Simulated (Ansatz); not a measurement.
# ClF2GeH3Si: one species, many methods

Aim: compute ClF2GeH3Si with functionals from several rungs and with coupled cluster. The yardstick is the atomisation energy at the CCSD(T) limit.

The runs use Ansatz 0.2.0, Gaussian basis; functionals in def2-TZVPP, the program's frozen cores in correlated methods.

Plan: PBE-D4, r2SCAN-D4, PBE0-D4, B3LYP-D4, ωB97X-V, ωB97M-V, B2PLYP; CCSD(T)/def2-TZVPP; MP2/def2-QZVPP; extrapolation to the limit.

### 1 Structure used throughout

All runs share one geometry, relaxed beforehand with PBE0-D4 in a triple-zeta def2 set.

8 atoms, charge 0, spin multiplicity 1.

Atoms are counted from 1 here; the program's logs count them from 0.

Bond lengths: F1–Si2 1.595 Å, Si2–Ge3 2.397 Å, Si2–H6 1.482 Å, Si2–H7 1.482 Å, Ge3–F4 1.738 Å, Ge3–Cl5 2.145 Å, Ge3–H8 1.537 Å. Angles: F1–Si2–Ge3 108.2°, F1–Si2–H6 109.1°, F1–Si2–H7 109.1°, Ge3–Si2–H6 110.2°, Ge3–Si2–H7 109.1°, H6–Si2–H7 111.0°, Si2–Ge3–F4 108.2°, Si2–Ge3–Cl5 109.1°, Si2–Ge3–H8 119.5°, F4–Ge3–Cl5 105.9°, F4–Ge3–H8 105.8°, Cl5–Ge3–H8 107.6°.

As a file:

```xyz
8
charge 0, multiplicity 1
F     1.6440    1.5497    0.0057
Si    0.5330    0.7712    0.8451
Ge   -0.5421   -0.8011   -0.6109
F     0.6342   -1.9862   -1.0930
Cl   -1.1351    0.2024   -2.4111
H     1.1842    0.0619    1.9717
H    -0.4723    1.7424    1.3387
H    -1.7538   -1.5975   -0.1020
```

### 2 PBE-D4 (GGA)

Input file in.yaml:

```yaml
crystal:
  periodic: [false, false, false]
  atoms:
    - {symbol: F, position_ang: [1.644044, 1.549700, 0.005723]}
    - {symbol: Si, position_ang: [0.532963, 0.771212, 0.845057]}
    - {symbol: Ge, position_ang: [-0.542084, -0.801059, -0.610876]}
    - {symbol: F, position_ang: [0.634217, -1.986195, -1.093046]}
    - {symbol: Cl, position_ang: [-1.135090, 0.202382, -2.411102]}
    - {symbol: H, position_ang: [1.184230, 0.061880, 1.971724]}
    - {symbol: H, position_ang: [-0.472324, 1.742408, 1.338690]}
    - {symbol: H, position_ang: [-1.753756, -1.597527, -0.101971]}
basis:
  gaussian: {orbitals: def2-TZVPP}
hamiltonian: {xc: pbe, dispersion: d4}
output: {forces: true, orbitals: {seedname: orbitals}}
```

Run with:

```sh
$ ansatz run in.yaml --threads 4 --pin off --events-out ev --progress --plain --max-ram 10444MiB
```

The runs that follow: r2SCAN-D4 (meta-GGA); PBE0-D4 (hybrid); B3LYP-D4 (hybrid); ωB97X-V (range-separated); ωB97M-V (range-separated); B2PLYP (double hybrid); CCSD(T) in def2-TZVPP; MP2 in def2-QZVPP.

**Question.** What will the summary of the whole plan be? Wanted: atomisation energy, CCSD(T)/CBS; farthest; mean size of error, hybrid; mean size of error, range-separated; gap, smallest and largest; T1 diagnostic; triples share of the correlation energy.

**Answer**, as computed:

| quantity | value |
| --- | --- |
| atomisation energy, CCSD(T)/CBS | 2589.0 kJ/mol |
| functionals within 25.9 kJ/mol (1.0 %) | PBE-D4, r2SCAN-D4, ωB97X-V, ωB97M-V |
| farthest | B2PLYP (-56.2 kJ/mol) |
| mean size of error, hybrid | 49.1 kJ/mol |
| mean size of error, range-separated | 15.2 kJ/mol |
| gap, smallest and largest | 5.01 eV (PBE-D4), 11.49 eV (ωB97X-V) |
| T1 diagnostic | 0.0117 |
| triples share of the correlation energy | 3.3 % |

**Reading.** PBE-D4 misses by -4.6 kJ/mol. Double hybrids carry the basis error of their MP2 part in triple zeta, and no dispersion term here, so their miss is partly the set-up's. Misses under about 25.9 kJ/mol are within the doubt on the reference itself, which lacks core-valence correlation, relativity and higher excitations, and its outer-core shells are covered unevenly. Hartree-Fock recovers 73 % of the binding; the rest is correlation. The gap grows from 5.0 to 11.5 eV across the functionals, mostly with the share of exact exchange. Correlated methods include outer-core shells of Ge, which these sets cover unevenly.
